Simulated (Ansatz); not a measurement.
**Pd (diamond type): a single-point run**

Wanted: a converged single-point run for Pd (diamond type), and a check of what comes out. The structure is shown as the input types it.

Method: DFT, PBEsol, all-electron PAW with datasets made for the crystal, scalar-relativistic, in Ansatz 0.2.0.

1 further run of the same task is left out (it didn't finish). Runs told in other sessions of the task aren't counted.

## 1. The structure to begin with

Symmetry: Fd-3m, No. 227, cubic system. Conventional cell: a = 4.189 Å, b = 4.189 Å, c = 4.189 Å, α = 90.00°, β = 90.00°, γ = 90.00°. Around Pd (site symmetry -43m) lie 4 Pd at 1.81 Å.

Structure file:

```cif
data_structure
_symmetry_space_group_name_H-M 'Fd-3m:1'
_symmetry_Int_Tables_number 227
_cell_length_a 4.1890
_cell_length_b 4.1890
_cell_length_c 4.1890
_cell_angle_alpha 90.000
_cell_angle_beta 90.000
_cell_angle_gamma 90.000
_cell_volume 73.51
loop_
_atom_site_label
_atom_site_type_symbol
_atom_site_symmetry_multiplicity
_atom_site_Wyckoff_symbol
_atom_site_fract_x
_atom_site_fract_y
_atom_site_fract_z
_atom_site_occupancy
Pd1 Pd 8 b 0.00000 0.50000 0.00000 1
```

## 2. The calculation

input.yaml reads:

```yaml
crystal:
  lattice:
    - [0.0, 2.0945211676, 2.0945211676]
    - [2.0945211676, 0.0, 2.0945211676]
    - [2.0945211676, 2.0945211676, 0.0]
  atoms:
    - { symbol: Pd, position: [-0.125, -0.125, -0.125] }
    - { symbol: Pd, position: [0.125, 0.125, 0.125] }
kpoints:
  mp_grid: { grid: [12, 12, 12] }
scf:
  occupations: { method: fixed }
  max_iter: 100
hamiltonian:
  xc: pbesol
  pseudopotentials: { kind: all_electron, datasets: crystal }
output:
  forces: true
  stress: true
  eigenvalues: true
```

Launch:

```
$ ansatz run input.yaml --threads 1 --pin off --max-ram 2048MiB --backend cpu --events-out ev --progress --plain --runs-dir out
```

What happens when this is run?

The program finished normally, with warnings (band overlap at count, crystal datasets made, metallic iterate). It gives a pressure of 767 GPa, which is large; a structure far from rest gives such values too, whatever the setting.

The suspect setting: scf.occupations.method is fixed; scf.occupations.width is missing. What could go wrong: fixed occupations where they can't hold. The run converged, but that does not make its result sound.

The test: set scf.occupations.method to fermi_dirac and scf.occupations.width to 0.05.
